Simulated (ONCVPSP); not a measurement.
**Phosphorus: generating and testing an ONCV potential**

Task: generate the file, and judge it by its errors in other configurations, its logarithmic derivatives, its ghosts and its cutoff.

Method: ONCVPSP 4.0.1, PBE, scalar-relativistic.

## 1. Settings

The settings as typed:

```json
{
 "element": "phosphorus (P, Z = 15)",
 "type": "optimised norm-conserving Vanderbilt (ONCV)",
 "frozen core": "[Ne]",
 "valence charge": "5",
 "reference configuration": "3s2 3p1 (charge +2)",
 "partial waves": "3s: rc 2.12 bohr, ncon 4, nbas 7, qcut 3.3 1/bohr, 2 projectors, debl 3.7 Ha; 3p: rc 1.40 bohr, ncon 4, nbas 9, qcut 6.5 1/bohr, 2 projectors, debl 2.2 Ha",
 "local potential": "polynomial inside 1.10 bohr (lpopt 5, dvloc0 1 Ha)",
 "core correction": "Teter function, fcfact 5.25, rcfact 1.8"
}
```

The nodes and maxima of the atom's own shells, from an earlier all-electron run, set the scale for the radii.

All-electron outer shells of the reference configuration (PBE, scalar-relativistic, ld1.x):

```csv
shell,level (eV),outermost node (bohr),outermost maximum (bohr)
2s,-197.53,0.14,0.42
2p,-148.09,–,0.36
3s,-33.96,0.65,1.52
3p,-24.28,0.63,1.68
```

## 2. Generating the potential

Input file P.dat:

```
# ATOM AND REFERENCE CONFIGURATION
# atsym  z   nc   nv     iexc    psfile
  P 15.00    3    2        4      upf
#
#   n    l    f
    1    0    2.00
    2    0    2.00
    2    1    6.00
    3    0    2.00
    3    1    1.00
#
# PSEUDOPOTENTIAL AND OPTIMIZATION
# lmax
    1
#
#   l,   rc,      ep,       ncon, nbas, qcut
    0    2.12    0.00    4    7    3.30
    1    1.40    0.00    4    9    6.50
#
# LOCAL POTENTIAL
# lloc, lpopt,  rc(5),   dvloc0
    4    5    1.10    1.00
#
# VANDERBILT-KLEINMAN-BYLANDER PROJECTORs
# l, nproj, debl
    0    2    3.70
    1    2    2.20
#
# MODEL CORE CHARGE
# icmod, fcfact, rcfact
    3    5.25    1.80
#
# LOG DERIVATIVE ANALYSIS
# epsh1, epsh2, depsh
   -3.00    5.00    0.02
#
# OUTPUT GRID
# rlmax, drl
    6.00    0.01
#
# TEST CONFIGURATIONS
# ncnf
    4
# nvcnf
#   n    l    f
    2
    3    0    2.00
    3    1    3.00
#
    2
    3    0    2.00
    3    1    2.00
#
    2
    3    0    2.00
    3    1    0.00
#
    2
    3    0    1.00
    3    1    4.00
#
```

On the command line:

```console
oncvpsp.x < P.dat > P.out
```

Q: Predict the outcome of this session. Wanted: cutoffs for 1 and 0.1 mHa per electron, occupied waves; bound ghosts; GHOST(+) flags; largest test error; largest phase difference near zero energy, channels read; rms error of d²Exc/dn², without and with the model core.

The runs gave:

| quantity | value |
| --- | --- |
| cutoffs for 1 and 0.1 mHa per electron, occupied waves | 15 Ha and 26 Ha |
| bound ghosts | none found |
| GHOST(+) flags | s at 99 eV |
| largest test error (AE − PS) | -83 meV, for 3s2 3p3 |
| largest phase difference near zero energy, channels read | 0.005 rad |
| rms error of d²Exc/dn², without and with the model core | 2.83 and 10.42 mHa |

What this shows: By total energies transferability is fair: the largest error is 83 meV on 28.9 eV, for 3s2 3p3. It counts as soft on the atom at that tolerance, with 15 Ha needed at the looser tolerance. At the looser tolerance the 3s wave is the slowest; 3p needs 6 Ha. The program's ghost test flags no bound state. Near zero energy the phases of the channels with partial waves agree within 0.005 rad. The program also flags highly localised states, GHOST(+) (s). These are tests on the free atom; a crystal test is still owed.
